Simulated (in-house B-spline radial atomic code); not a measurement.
# Xe⁶⁺: ionisation energy by several methods

Aim: the ionisation energy of Xe⁶⁺ by several methods, each as the difference of two self-consistent energies (Xe⁶⁺ and the next ion, [Kr] 4d10 5s1).

The numbers are computed with in-house B-spline radial atomic code version 1 (scalar-relativistic (X2C), several functionals, spin-polarised; spherical all-electron atom at the radial basis limit), except any that are marked as measured or tabulated.

### Step 1. Starting point

```
element       : xenon (Z = 54)
charge        : +6
electrons     : 48
configuration : [Kr] 4d10 5s2
nucleus       : Fermi, rms radius 4.786 fm
```

The outer shells:

[Kr] 4d10 5s2
```
[Kr] core
4d [↑↓][↑↓][↑↓][↑↓][↑↓]
5s [↑↓]
```

Where spins are not typed, each open shell is filled with up spins first.

### Step 2. PW91

Settings of the run:

```ini
Z = 54
electrons = 48.0
configuration = [Kr] 4d10 5s2
hamiltonian = x2c
method = pw91,pw91
spin_polarised = True
nucleus = fermi
rms_radius = 4.7859
mass_number = 132
atomic_mass = 131.90415508346
speed_of_light = 137.035999084
```

### Step 3. TPSSh

The settings differ from step 2 so:

```diff
@@ -4,3 +4,3 @@
 hamiltonian = x2c
-method = pw91,pw91
+method = tpssh
 spin_polarised = True
```

### Step 4. fractional-occupation HF

The settings differ from step 3 so:

```diff
@@ -4,3 +4,3 @@
 hamiltonian = x2c
-method = tpssh
+method = hf,
 spin_polarised = True
```

### Step 5. r2SCAN0

The settings differ from step 4 so:

```diff
@@ -4,3 +4,3 @@
 hamiltonian = x2c
-method = hf,
+method = r2scan0
 spin_polarised = True
```

### Step 6. B3LYP

The settings differ from step 5 so:

```diff
@@ -4,3 +4,3 @@
 hamiltonian = x2c
-method = r2scan0
+method = b3lyp
 spin_polarised = True
```

### Step 7. M06-2X

The settings differ from step 6 so:

```diff
@@ -4,3 +4,3 @@
 hamiltonian = x2c
-method = b3lyp
+method = m062x
 spin_polarised = True
```

Q: The tabulated ionisation energy is 91.6 ± 0.5 eV (semi-empirical; NIST Atomic Spectra Database). What does each method give, and which comes nearest?

**Answer**, as computed:

| method | rung | total energy (hartree) | ΔSCF (eV) | −ε highest (eV) | ΔSCF less tabulated (eV) |
| --- | --- | --- | --- | --- | --- |
| PW91 | GGA | -7438.7942 | 92.648 | 86.270 (5s up) | +1.048 |
| TPSSh | global hybrid | -7437.9199 | 91.831 | 86.326 (5s up) | +0.231 |
| r2SCAN0 | global hybrid | -7438.1767 | 91.501 | 87.388 (5s up) | -0.099 |
| B3LYP | global hybrid | -7438.2862 | 92.541 | 87.405 (5s up) | +0.941 |
| M06-2X | global hybrid | -7438.9113 | 92.099 | 88.339 (5s up) | +0.499 |
| fractional-occupation HF | Hartree-Fock | -7435.4161 | 89.652 | 89.886 (5s up) | -1.948 |

**Reading.** Against the tabulated ionisation energy, 91.6 ± 0.5 eV (semi-empirical; NIST Atomic Spectra Database), the best here is r2SCAN0 (-0.099 eV) and the worst fractional-occupation HF (-1.948 eV, or 2.1 %). Relativistic terms that these runs lack can be as large as the gaps between close methods, so the nearest may be so by luck. Spin-orbit coupling is left out. For the semilocal functionals minus the highest level recovers only 93 % of their own ΔSCF value, a mark of self-interaction.
